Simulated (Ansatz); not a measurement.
TlSn, space group P4/mmm, a frozen displacement of one atom

Computed with the Python package of Ansatz (0.2.0).

Typed at the interpreter:
```pycon
>>> import ansatz as az
>>> from ase import Atoms
>>> import numpy as np
>>> K_DENSITY = 4.5
>>> atoms = Atoms(
...     ['Tl', 'Sn'],
...     scaled_positions=[
...         (0.0, 0.0, 0.0),
...         (0.5, 0.5, 0.5),
...     ],
...     cell=[
...         (3.61473, 0.0, 0.0),
...         (0.0, 3.61473, 0.0),
...         (0.0, 0.0, 4.375),
...     ],
...     pbc=True,
... )
>>> structure = az.Crystal.from_ase(atoms)
>>> inverse = np.linalg.inv(np.array(structure.lattice.vectors))
>>> home = np.array(structure.sites[1].position)
>>> values = np.linspace(-0.05, 0.05, 5)
>>> energies, pulls = [], []
>>> for shift in values:
...     moved = structure.move(1, to=home + shift * inverse[0])
...     model = (
...         moved.calculation()
...         .functional(az.Functional.PBESOL)
...         .basis(17 * az.Ha)
...         .kpoints(density=K_DENSITY)
...         .occupations(az.OccupationsMethod.FERMI_DIRAC)
...         .forces()
...     )
...     report = model.run(threads=1, pin='off').report
...     energies.append(report['free_energy_ev'])
...     pulls.append(report['forces_ev_ang'][1][0])
...
>>> print('shift (A)   dE (eV)   force along x (eV/A)')
shift (A)   dE (eV)   force along x (eV/A)
>>> for shift, e, f in zip(values, energies, pulls):
...     print(f'{shift:8.3f} {e - energies[2]:10.5f} {f:12.4f}')
...
  -0.050    0.00143       0.0565
  -0.025    0.00036       0.0286
   0.000    0.00000       0.0000
   0.025    0.00036      -0.0286
   0.050    0.00143      -0.0565
>>> print(f'stiffness from energies {2 * np.polyfit(values, energies, 2)[0]:.3f}, from forces {-np.polyfit(values, pulls, 1)[0]:.3f} eV/A^2')
stiffness from energies 1.139, from forces 1.133 eV/A^2
```

The curvature of the energy gives 1.139 eV/Å² and the slope of the force 1.133 eV/Å², a positive curvature.

Notes:
- For a metal this k-point mesh is coarse: on a finer one energies can move by several to tens of meV an atom and pressures by half a GPa or more, differences at one mesh by less.
- In a metal a curvature from energy changes of a few meV or less hangs on mesh and smearing, in size and even in sign.
- Spin-orbit coupling, which matters for elements this heavy, is left out.
- The starting cell is as deposited in a crystallographic database; the results hold for this polymorph, which needn't be the stable one.
- All periodic images of the atom move with it, so the curvature is one diagonal element of the zone-centre force constants and no normal mode; a positive value doesn't exclude soft modes in which several atoms move.
- Run time: 54 s on 1 thread of Arm Neoverse V2 (shared host), peak memory 0.52 GiB.
